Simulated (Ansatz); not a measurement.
# Ca3GeN: the cost of one run

Program: Ansatz 0.2.0. Level of theory: DFT r2SCAN, scalar-relativistic, plane waves, PAW. These are calculated values, not measurements.

## Step 1: The starting structure

The structure is cubic, space group Pm-3m (No. 221). The conventional cell has a = 4.757 Å, b = 4.757 Å, c = 4.757 Å, α = 90.00°, β = 90.00°, γ = 90.00°. Around Ca (site symmetry 4/mmm) lie 2 N at 2.38 Å. Ge (site symmetry m-3m) is surrounded by 12 Ca at 3.36 Å. N (site symmetry m-3m) has 6 Ca at 2.38 Å in its first shell of neighbours.

Coordinates:

```xyz
5
Lattice="4.7573 0.0000 0.0000 0.0000 4.7573 0.0000 0.0000 0.0000 4.7573" Properties=species:S:1:pos:R:3 pbc="T T T"
Ca    0.0000    2.3786    2.3786
Ca    2.3786    0.0000    2.3786
Ca    2.3786    2.3786    0.0000
Ge    0.0000    0.0000    0.0000
N     2.3786    2.3786    2.3786
```

Source of the structure: the Crystallography Open Database.

## Step 2: Probe: one point at the start

input.yaml reads:

```yaml
crystal:
  lattice:
    - [4.7573, 0.0, 0.0]
    - [0.0, 4.7573, 0.0]
    - [0.0, 0.0, 4.7573]
  atoms:
    - { symbol: Ca, position: [0.0, 0.5, 0.5] }
    - { symbol: Ca, position: [0.5, 0.0, 0.5] }
    - { symbol: Ca, position: [0.5, 0.5, 0.0] }
    - { symbol: Ge, position: [0.0, 0.0, 0.0] }
    - { symbol: "N", position: [0.5, 0.5, 0.5] }
basis:
  ecutwfc: 500
kpoints:
  mp_grid: { grid: [4, 4, 4] }
hamiltonian:
  xc: r2scan
scf:
  occupations: { method: gaussian, width: 0.1 }
output:
  forces: true
  stress: true
  eigenvalues: true
```

Started as:

```sh
ansatz run input.yaml --threads 1 --pin off --max-ram 2560MiB --backend cpu --events-out ev --progress --plain --runs-dir out
```

**Question.** How long does this run take on 1 thread of Arm Neoverse V1, shared host, and how much memory does it need?

About 6.7 s, with a peak of 0.55 GiB.
